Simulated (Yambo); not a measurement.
# BiTe (R-3m) in Yambo: settings compared

One crystal, BiTe, is run at these levels: PBE, PBEsol; tasks: optical spectrum.

All numbers are computed with Yambo 5.3.0; they aren't measurements. Logs are shortened: lines on timing, memory, paths and dates and some standing lists are left out, and cuts for length are marked.

## Step 1: Starting point

It takes space group R-3m (No. 166, trigonal). The conventional cell has a = 4.845 Å, b = 4.845 Å, c = 9.952 Å, α = 90.00°, β = 90.00°, γ = 120.00°. Bi (site symmetry -3m) has 6 Te at 3.25 Å as nearest neighbours. Around Te (site symmetry -3m) lie 6 Bi at 3.25 Å.

The cell comes from a database or a generator and needn't be the stable form of this composition.

## Step 2: Optical spectrum, PBE

optics7.in

```
optics
chi
Chimod= "IP"
% BndsRnXd
 1 | 36 |
%
% LongDrXd
 0 | 1 | 0 |
%
% QpntsRXd
 1 | 1 |
%
% EnRngeXd
 0 | 10 | eV
%
% DmRngeXd
 0.3 | 0.3 | eV
%
ETStpsXd= 300
Gauge= "velocity"
```

scf.in

```
&CONTROL
  calculation = 'scf'
  prefix = 'pwscf'
  outdir = './tmp'
  pseudo_dir = './pseudo'
/
&SYSTEM
  ibrav = 0
  nat = 2
  ntyp = 2
  ecutwfc = 80
  nbnd = 23
  occupations = 'smearing'
  smearing = 'fd'
  degauss = 0.00367493
  force_symmorphic = .true.
/
&ELECTRONS
  conv_thr = 4d-10
  electron_maxstep = 120
  mixing_beta = 0.5
/
ATOMIC_SPECIES
Bi   208.9804 Bi.upf
Te   127.6000 Te.upf
CELL_PARAMETERS angstrom
   2.4227077728    1.3987509848    3.3172919545
  -2.4227077728    1.3987509848    3.3172919545
   0.0000000000   -2.7975019696    3.3172919545
ATOMIC_POSITIONS crystal
Bi     0.5000000000    0.5000000000    0.5000000000
Te     0.0000000000    0.0000000000    0.0000000000
K_POINTS automatic
8 8 8 0 0 0
```

nscf.in

```
&CONTROL
  calculation = 'nscf'
  prefix = 'pwscf'
  outdir = './tmp'
  pseudo_dir = './pseudo'
/
&SYSTEM
  ibrav = 0
  nat = 2
  ntyp = 2
  ecutwfc = 80
  nbnd = 36
  occupations = 'smearing'
  smearing = 'fd'
  degauss = 0.00367493
  force_symmorphic = .true.
/
&ELECTRONS
  conv_thr = 1d-08
  diago_full_acc = .true.
  diago_thr_init = 1d-06
/
ATOMIC_SPECIES
Bi   208.9804 Bi.upf
Te   127.6000 Te.upf
CELL_PARAMETERS angstrom
   2.4227077728    1.3987509848    3.3172919545
  -2.4227077728    1.3987509848    3.3172919545
   0.0000000000   -2.7975019696    3.3172919545
ATOMIC_POSITIONS crystal
Bi     0.5000000000    0.5000000000    0.5000000000
Te     0.0000000000    0.0000000000    0.0000000000
K_POINTS automatic
8 8 8 0 0 0
```

Potentials or basis: PseudoDojo 0.4.1 SR PBE standard.

Launch:

```bash
$ OMP_NUM_THREADS=1 pw.x -in scf.in > scf.out
$ OMP_NUM_THREADS=1 pw.x -in nscf.in > nscf.out
$ cd tmp/pwscf.save; p2y; mv SAVE ../..; cd ../..
$ OMP_NUM_THREADS=1 yambo
$ OMP_NUM_THREADS=1 yambo -F optics7.in -J optics7 -C optics7_out
```

Yambo's report:

```text
[... sections 02.01 to 02.04 as in the set-up run ...]

[... 5 lines left out ...]
  [X] Bosonic    Temperature                        :  0.258606E-1   300.100    [eV K]
  [X] Finite Temperature mode                       : yes
  [X] El. density                                   :  0.45961E+24 [cm-3]
  [X] Fermi Level                                   :  10.10948 [eV]

  [X] === Gaps and Widths ===
  [X] Conduction Band Min                           :  10.10948 [eV]
  [X] Valence Band Max                              :  10.10948 [eV]
  [X] Filled Bands                                  :  15
  [X] Metallic Bands                                :  16  18
  [X] Empty Bands                                   :   19   36

  [X] === Metallic Characters ===
  [X] N of el / N of met el                         :  31.00000   1.18549
  [X] Average metallic occ.                         :  0.098791

  [WARNING] [X] Metallic system

 [03] Transferred momenta grid and indexing
 ==========================================

 IBZ Q-points                                      :   65
 BZ  Q-points                                      :   512

 K/Q-points units:
 rlu = crystal or reduced units; cc = cartesian coordinates; iku = interal k-units

 Q [ 1]         [rlu]:  0.000000  0.000000  0.000000
 Q [ 2]         [rlu]:  0.12515E-17  0.12515E-17  0.12500
 Q [ 3]         [rlu]:  0.16349E-16  0.16349E-16  0.25000
 Q [ 4]         [rlu]:  0.31367E-16  0.59122E-16  0.37500
 Q [ 5]         [rlu]: -0.32698E-16 -0.32698E-16 -0.50000
 Q [ 6]         [rlu]:  0.44105E-16  0.12500      0.12500
 Q [ 7]         [rlu]:  0.45308E-16  0.12500      0.25000
 Q [ 8]         [rlu]:  0.88209E-16  0.12500      0.37500
 Q [ 9]         [rlu]:  0.63371E-17  0.12500      0.50000
 Q [10]         [rlu]:  0.11407E-16  0.12500     -0.37500
 Q [11]         [rlu]: -0.12197E-17  0.12500     -0.25000
 Q [12]         [rlu]:  0.33402E-16  0.12500     -0.12500
 Q [13]         [rlu]:  0.88209E-16  0.25000      0.25000
 Q [14]         [rlu]:  0.11717E-15  0.25000      0.37500
 Q [15]         [rlu]: -0.47779E-16  0.25000      0.50000
[... 33 lines left out ...]
 Q [49]         [rlu]:  0.250000  0.250000  0.500000
 Q [50]         [rlu]:  0.250000  0.250000  0.625000

 Remaining 15 points informations can be written running with -fatlog

 [04] Dipoles
 ============

  [04.01] Setup: observables and procedures
  =========================================

  [WF-Oscillators/G space/Transverse up loader] Normalization (few states)  min/max  :  0.70087E-18   1.0000

  [WR./optics7//ndb.dipoles]------------------------------------------------------
   Brillouin Zone Q/K grids (IBZ/BZ)                :    65   512    65   512
   RL vectors                                       :   6799 [WF]
   Fragmentation                                    : yes
   Electronic Temperature                           :  300.1000 [K]
   Bosonic    Temperature                           :  300.1000 [K]
   DIP band range                                   :    1   36
   DIP band range limits                            :  18  16
   DIP e/h energy range                             : -1.000000 -1.000000 [eV]
   RL vectors in the sum                            :   6799
   [r,Vnl] included                                 : yes
   Bands ordered                                    : yes
   Direct v evaluation                              : no
   Approach used                                    : G-space v
   Dipoles computed                                 : R V P [G-space]
   Wavefunctions                                    : Perdew, Burke & Ernzerhof(X)+Perdew, Burke & Ernzerhof(C)

  [WARNING] [r,Vnl^pseudo] included in position and velocity dipoles.

  [WARNING] In case H contains other non local terms, these are neglected

 [05] Optics
 ===========

 [X-CG] R(p) Tot o/o(of R):   17613  168564     100

 [WARNING] The system is a metal but Drude term not included.
```

Run time: 2.7 min. Hardware: 1 thread of Arm Neoverse V2, shared host; peak memory 0.28 GiB.

Results:

```
Band gap on the k mesh, mean-field level : none (metal or under the smearing width)
```

Dielectric function (along the field direction of the input):
```csv
energy (eV),real part,imaginary part
0.27,37.10,45.31
0.60,4.96,28.09
0.94,3.52,14.09
1.27,6.43,14.54
1.61,0.43,13.81
1.94,-1.13,10.06
2.27,-0.98,8.00
2.61,-1.23,6.48
2.94,-1.62,5.32
3.28,-1.40,3.71
3.61,-0.78,2.69
3.95,-0.16,2.03
4.28,0.54,1.68
4.62,1.07,1.55
4.95,1.71,1.52
5.28,2.26,1.84
5.62,2.69,2.49
5.95,2.51,3.29
6.29,1.97,3.95
6.62,1.18,3.92
6.96,0.86,4.15
7.29,-0.31,4.05
7.63,-0.81,3.07
7.96,-0.75,2.46
8.29,-0.68,2.04
8.63,-0.52,1.79
8.96,-0.53,1.55
9.30,-0.32,1.27
9.63,-0.18,1.23
10.00,-0.13,1.09
```

Caveat: the intraband (Drude) term of the metal is left out; the ground state has no gap, which makes the many-body step unreliable; spectra need much finer meshes, so this one isn't converged; independent-particle spectra lack excitons; spin-orbit coupling is left out, which moves the levels of the heavy elements.

## Step 3: Optical spectrum, PBEsol

optics0.in

```
optics
chi
Chimod= "IP"
% BndsRnXd
 1 | 36 |
%
% LongDrXd
 1 | 0 | 0 |
%
% QpntsRXd
 1 | 1 |
%
% EnRngeXd
 0 | 15 | eV
%
% DmRngeXd
 0.3 | 0.3 | eV
%
ETStpsXd= 200
```

scf.in is that of step 2.

nscf.in is that of step 2.

Potentials or basis: PseudoDojo 0.4.1 SR PBEsol standard.

Launch:

```bash
$ OMP_NUM_THREADS=1 pw.x -in scf.in > scf.out
$ OMP_NUM_THREADS=1 pw.x -in nscf.in > nscf.out
$ cd tmp/pwscf.save; p2y; mv SAVE ../..; cd ../..
$ OMP_NUM_THREADS=1 yambo
$ OMP_NUM_THREADS=1 yambo -F optics0.in -J optics0 -C optics0_out
```

Yambo's report:

```text
[... sections 02.01 to 02.04 as in the set-up run ...]

[... 5 lines left out ...]
  [X] Bosonic    Temperature                        :  0.258606E-1   300.100    [eV K]
  [X] Finite Temperature mode                       : yes
  [X] El. density                                   :  0.45961E+24 [cm-3]
  [X] Fermi Level                                   :  9.936772 [eV]

  [X] === Gaps and Widths ===
  [X] Conduction Band Min                           :  9.936772 [eV]
  [X] Valence Band Max                              :  9.936772 [eV]
  [X] Filled Bands                                  :  15
  [X] Metallic Bands                                :  16  18
  [X] Empty Bands                                   :   19   36

  [X] === Metallic Characters ===
  [X] N of el / N of met el                         :  31.00000   1.18623
  [X] Average metallic occ.                         :  0.098852

  [WARNING] [X] Metallic system

 [03] Transferred momenta grid and indexing
 ==========================================

 IBZ Q-points                                      :   65
 BZ  Q-points                                      :   512

 K/Q-points units:
 rlu = crystal or reduced units; cc = cartesian coordinates; iku = interal k-units

 Q [ 1]         [rlu]:  0.000000  0.000000  0.000000
 Q [ 2]         [rlu]:  0.12515E-17  0.12515E-17  0.12500
 Q [ 3]         [rlu]:  0.16349E-16  0.16349E-16  0.25000
 Q [ 4]         [rlu]:  0.31367E-16  0.59122E-16  0.37500
 Q [ 5]         [rlu]: -0.32698E-16 -0.32698E-16 -0.50000
 Q [ 6]         [rlu]:  0.44105E-16  0.12500      0.12500
 Q [ 7]         [rlu]:  0.45308E-16  0.12500      0.25000
 Q [ 8]         [rlu]:  0.88209E-16  0.12500      0.37500
 Q [ 9]         [rlu]:  0.63371E-17  0.12500      0.50000
 Q [10]         [rlu]:  0.11407E-16  0.12500     -0.37500
 Q [11]         [rlu]: -0.12197E-17  0.12500     -0.25000
 Q [12]         [rlu]:  0.33402E-16  0.12500     -0.12500
 Q [13]         [rlu]:  0.88209E-16  0.25000      0.25000
 Q [14]         [rlu]:  0.11717E-15  0.25000      0.37500
 Q [15]         [rlu]: -0.47779E-16  0.25000      0.50000
[... 33 lines left out ...]
 Q [49]         [rlu]:  0.250000  0.250000  0.500000
 Q [50]         [rlu]:  0.250000  0.250000  0.625000

 Remaining 15 points informations can be written running with -fatlog

 [04] Dipoles
 ============

  [04.01] Setup: observables and procedures
  =========================================

  [WF-Oscillators/G space/Transverse up loader] Normalization (few states)  min/max  :  0.35315E-17   1.0000

  [WR./optics0//ndb.dipoles]------------------------------------------------------
   Brillouin Zone Q/K grids (IBZ/BZ)                :    65   512    65   512
   RL vectors                                       :   6799 [WF]
   Fragmentation                                    : yes
   Electronic Temperature                           :  300.1000 [K]
   Bosonic    Temperature                           :  300.1000 [K]
   DIP band range                                   :    1   36
   DIP band range limits                            :  18  16
   DIP e/h energy range                             : -1.000000 -1.000000 [eV]
   RL vectors in the sum                            :   6799
   [r,Vnl] included                                 : yes
   Bands ordered                                    : yes
[... 7 lines left out ...]
  [WARNING] In case H contains other non local terms, these are neglected

 [05] Optics
 ===========

 [X-CG] R(p) Tot o/o(of R):   17564  168564     100

 [WARNING] The system is a metal but Drude term not included.
```

Run time: 3.3 min. Hardware: 1 thread of Arm Neoverse V1, shared host; peak memory 0.28 GiB.

What came out:

| Item | Value |
| --- | --- |
| Band gap on the k mesh, mean-field level | none (metal or under the smearing width) |

Dielectric function (along the field direction of the input):
```csv
energy (eV),real part,imaginary part
0.30,33.16,44.81
0.75,2.38,21.25
1.28,5.68,15.72
1.81,-1.08,11.40
2.26,-1.18,7.97
2.79,-1.39,5.84
3.32,-1.31,3.50
3.84,-0.32,2.19
4.30,0.62,1.67
4.82,1.54,1.51
5.35,2.46,2.04
5.80,2.62,3.17
6.33,1.65,4.06
6.86,0.91,4.11
7.39,-0.72,3.64
7.84,-0.81,2.55
8.37,-0.63,1.92
8.89,-0.55,1.56
9.42,-0.23,1.23
9.87,-0.16,1.12
10.40,0.03,0.97
10.93,0.15,0.91
11.38,0.20,0.91
11.91,0.18,0.83
12.44,0.25,0.74
12.96,0.31,0.76
13.42,0.28,0.71
13.94,0.29,0.68
14.47,0.28,0.61
15.00,0.26,0.52
```

Caveat: the intraband (Drude) term of the metal is left out; the ground state has no gap, which makes the many-body step unreliable; spectra need much finer meshes, so this one isn't converged; independent-particle spectra lack excitons; spin-orbit coupling is left out, which moves the levels of the heavy elements.

(Part 1 of 2 ends here.)
